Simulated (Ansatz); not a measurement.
Crystal: AlSn.

```xyz
2
Lattice="4.1981 0.0000 0.0000 -2.0991 3.6357 0.0000 0.0000 0.0000 3.3068" Properties=species:S:1:pos:R:3 pbc="T T T"
Sn    0.0000    2.4238    1.6534
Al    0.0000    0.0000    0.0000
```

The cell comes from a database or a generator and needn't be the stable form of this composition.

* Program: Ansatz 0.2.0
* Task: single point
* Functional: PBE
* Potentials or basis: all-electron LAPW, scalar-relativistic
* Cutoff: 174 eV (chosen from the basis error)
* Basis error allowed: 0.001 eV/atom
* k mesh: 7 × 7 × 8
* Occupations: fermi-dirac, width 0.05 eV
* Spin: no spin polarisation

On this cell: pressure 0.2 GPa; largest force under 0.003 eV/Å; band gap on the k mesh none (metal or under the smearing width).

The same run follows on a disturbed copy (atoms moved at random, drawn with an rms of 0.05 Å):

```xyz
2
Lattice="4.1981 0.0000 0.0000 -2.0991 3.6357 0.0000 0.0000 0.0000 3.3068" Properties=species:S:1:pos:R:3 pbc="T T T"
Sn    0.0049    2.4017    1.6397
Al    0.0147    0.0155   -0.0180
```

What changes?

The energy (extrapolated to zero smearing) moves by +1.4 meV/atom; pressure 0.3 GPa; largest force 0.148 eV/Å; band gap on the k mesh none (metal or under the smearing width).

Forces in eV/Å, atoms in the order of the input:
```
Sn   0.033  0.144 -0.007
Al  -0.033 -0.144  0.007
```

Stress tensor (GPa, compression positive):
```
-0.26 -0.11  0.00
-0.11  0.59 -0.01
 0.00 -0.01  0.48
```
